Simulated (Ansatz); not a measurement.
Working through a convergence test of the plane-wave cutoff of GaN, space group F-43m

With Ansatz 0.2.0, Python API.

Interactive session:
```pycon
>>> from dataclasses import dataclass
>>> import ansatz as az
>>> @dataclass(frozen=True)
... class RunConfig:
...     mesh: tuple[int, ...] = (8, 8, 8)
...     filling: str = "fixed"
...     xc: str = "PBE"
...
>>> opts = RunConfig()
>>> gan = (
...     az.Lattice.of([0.0, 2.253501, 2.253501], [2.253501, 0.0, 2.253501], [2.253501, 2.253501, 0.0])
...     .atom("Ga", [0.0, 0.0, 0.0])
...     .atom("N", [0.75, 0.75, 0.75])
... )
>>> calculation = (
...     gan.calculation()
...     .kpoints(*opts.mesh)
...     .occupations(opts.filling)
...     .functional(opts.xc)
...     .band_table()
... )
>>> rows = []
>>> for value in [250, 325, 400, 475, 550]:
...     data = calculation.basis(value).run(threads=1).report
...     rows.append((value, data["free_energy_ev"] / len(data["lattice"]["sites"]), data["n_iterations"], data["gap_by_band_count_ev"], data["n_pw"]))
...
DeckWarning: basis.ecutwfc = 250 eV is below the records' recommended 420 eV, and the density's cutoff is lower with it unless basis.ecutrho_ratio is high enough to keep the records' density cutoff: compare with a run at a higher cutoff
DeckWarning: basis.ecutwfc = 325 eV is below the records' recommended 420 eV, and the density's cutoff is lower with it unless basis.ecutrho_ratio is high enough to keep the records' density cutoff: compare with a run at a higher cutoff
DeckWarning: basis.ecutwfc = 400 eV is below the records' recommended 420 eV, and the density's cutoff is lower with it unless basis.ecutrho_ratio is high enough to keep the records' density cutoff: compare with a run at a higher cutoff
>>> print(" cutoff (eV)   F/atom (eV)    iterations  gap by band count (eV)   plane waves")
 cutoff (eV)   F/atom (eV)    iterations  gap by band count (eV)   plane waves
>>> for row in rows:
...     print(f"{str(row[0]):>12s}  {row[1]:12.5f}  {row[2]:12d}  {row[3]:22.3f}  {row[4]:12d}")
...
         250   -2082.80855             7                   1.250           181
         325   -2083.87447             6                   1.694           307
         400   -2083.94505             6                   1.714           411
         475   -2083.95203             6                   1.719           537
         550   -2083.95248             6                   1.719           645
>>> for row in rows[:-1]:
...     shift = 1000 * (row[1] - rows[-1][1])
...     print(f"{row[0]}: {shift:+.2f} meV/atom" + ("  (within 1 meV)" if abs(shift) < 1 else ""))
...
250: +1143.93 meV/atom
325: +78.01 meV/atom
400: +7.42 meV/atom
475: +0.44 meV/atom  (within 1 meV)
```

From 475 eV on it stays within 1 meV an atom of the value at 550 eV; the first row (250 eV) is off by 1143.9 meV and the last but one by 0.44 meV. The energy falls steadily, as expected when plane waves are added.

Caveats:
- Semilocal gaps usually lie well under measured ones.
- The structure comes from a database of computed cells and needn't be a stable or known phase.
- Levels are Kohn-Sham eigenvalues on this mesh, without spin-orbit coupling.
- Warnings are shown shortened and without file and line.
- Shifts are counted from the last row, which is itself no proven limit.
- It ran for 3.4 s on 1 thread of Arm Neoverse V2 (shared host), peak memory 0.33 GiB.
